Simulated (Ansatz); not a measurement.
**W (bcc type): how the settings move a single-point run**

Question: which choices in the input matter for W (bcc type)?

Computed with Ansatz 0.2.0 (reference: DFT, LDA, PAW with Ansatz's default frozen-core files, scalar-relativistic, unless a step's input says otherwise).

1 further run of the same task is left out (it didn't finish).

## Step 1: The structure to begin with

The structure is cubic, space group Im-3m (No. 229). The conventional cell has a = 3.135 Å, b = 3.135 Å, c = 3.135 Å, α = 90.00°, β = 90.00°, γ = 90.00°. W (site symmetry m-3m) has 8 W at 2.71 Å as nearest neighbours.

As a file:

```
W
1.0
    -1.56734    1.56734    1.56734
     1.56734   -1.56734    1.56734
     3.13467    3.13467    0.00000
W
2
Direct
  0.00000 0.00000 0.00000
  0.50000 0.50000 0.50000
```

## Step 2: Baseline

input.yaml

```yaml
crystal:
  lattice:
    - [-1.5673368545, 1.5673368545, 1.5673368545]
    - [1.5673368545, -1.5673368545, 1.5673368545]
    - [3.134673709, 3.134673709, 0.0]
  atoms:
    - { symbol: W, position: [0.0, 0.0, 0.0] }
    - { symbol: W, position: [0.5, 0.5, 0.5] }
kpoints:
  mp_grid: { grid: [16, 16, 9] }
scf:
  occupations: { method: fermi_dirac, width: 0.05 }
hamiltonian:
  xc: lda
  pseudopotentials: { kind: paw }
output:
  forces: true
  stress: true
  eigenvalues: true
```

On the command line:

```sh
> ansatz run input.yaml --threads 2 --pin off --max-ram 4096MiB --backend cpu --events-out ev --progress --plain --runs-dir out
```

## Step 3: Changing settings: lower_state_search full

Changes to input.yaml since step 2:

```diff
@@ -12,2 +12,3 @@
   occupations: { method: fermi_dirac, width: 0.05 }
+  lower_state_search: full
 hamiltonian:
```

Q: Predict the outcome of this session. Wanted: for each run, ending; energy change; pressure; gap; force.

The runs gave:

| run | ending | energy change | pressure (GPa) | gap (eV) | force (eV/Å) | cycles | time |
| --- | --- | --- | --- | --- | --- | --- | --- |
| reference | converged | 0 | 0.1 | 0.00 | 0.00 | 6 | 3.3 s |
| 1: lower_state_search full | converged | 0.0 meV/atom | 0.1 | 0.00 | 0.00 | 12 | 78 s |

Residual by cycle in the longest SCF loop of each run; runs are numbered as in the table. The quantity is the density residual dr2, in eV.

| cycle | reference | run 1 |
| --- | --- | --- |
| 1 | 0.00519 | 0.00519 |
| 2 | 0.00201 | 0.00201 |
| 3 | 1.0e-5 | 1.0e-5 |
| 4 | 1.4e-6 | 1.4e-6 |
| 5 | 5.0e-8 | 5.0e-8 |
| 6 | 1.2e-9 | 1.2e-9 |

What this shows: The changed input (search for lower states) leaves the energy the same to the digits printed. Cost: 12 SCF cycles against 6, 78 s against 3.3 s.
